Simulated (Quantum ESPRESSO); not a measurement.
Set up this calculation in Quantum ESPRESSO 7.5, as the native input.

* Task: relaxation of the atoms
* Functional: LDA
* Potentials or basis: PseudoDojo 0.4.1 SR LDA standard
* Cutoff: 1116 eV
* Density cutoff: 4463 eV
* k mesh: 18 × 18 × 1
* Occupations: cold, width 0.1 eV
* Spin: no spin polarisation
* Form of the LDA correlation: PW92
* Mixing beta: 0.5
* Most SCF iterations: 120
* SCF threshold: 4e-10 Ry
* Most ionic steps: 40
* Forc conv thr: 0.0004 Ry/bohr
* Etot conv thr: 1e-05 Ry
* Ion dynamics: bfgs

Sheet: C, a sheet with vacuum.

```xyz
2
Lattice="2.5594 0.0000 0.0000 -1.2797 2.1739 0.0000 0.0000 0.0000 16.0000" Properties=species:S:1:pos:R:3 pbc="T T T"
C     0.0000    0.0000    8.0000
C     0.0000    1.4493    8.0000
```

The cell was built by a generator and needn't be a form met in nature.

The input as run:

pw.in

```
&CONTROL
  calculation = 'relax'
  prefix = 'pwscf'
  outdir = './tmp'
  pseudo_dir = './pseudo'
  tprnfor = .true.
  disk_io = 'low'
  nstep = 40
  forc_conv_thr = 0.0004
  etot_conv_thr = 1d-05
/
&SYSTEM
  ibrav = 0
  nat = 2
  ntyp = 1
  ecutwfc = 82
  nbnd = 9
  occupations = 'smearing'
  smearing = 'mv'
  degauss = 0.00734986
/
&ELECTRONS
  conv_thr = 4d-10
  electron_maxstep = 120
  mixing_beta = 0.5
/
&IONS
  ion_dynamics = 'bfgs'
/
ATOMIC_SPECIES
C     12.0110 C.upf
CELL_PARAMETERS angstrom
   2.5594400000    0.0000000000    0.0000000000
  -1.2797200000    2.1739142891    0.0000000000
   0.0000000000    0.0000000000   16.0000000000
ATOMIC_POSITIONS crystal
C      0.0000000000    0.0000000000    0.5000000000
C      0.3333333333    0.6666666667    0.5000000000
K_POINTS automatic
18 18 1 0 0 0
```

Potentials or basis: PseudoDojo 0.4.1 SR LDA standard.

The run is started by

```sh
$ OMP_NUM_THREADS=1 pw.x -in pw.in > pw.out
```

Results of the run:

```json
{
 "Energy gained by relaxing": "0.0 meV/atom",
 "Ionic steps": "3",
 "Band gap on the k mesh": "0.22 eV, direct"
}
```

Caveat: this smearing can shift energies of a crystal with a gap.

It took 3.4 min on 1 thread of Intel(R) Xeon(R) Platinum 8375C CPU @ 2.90GHz (Ice Lake) (shared host), peak memory 0.17 GiB.
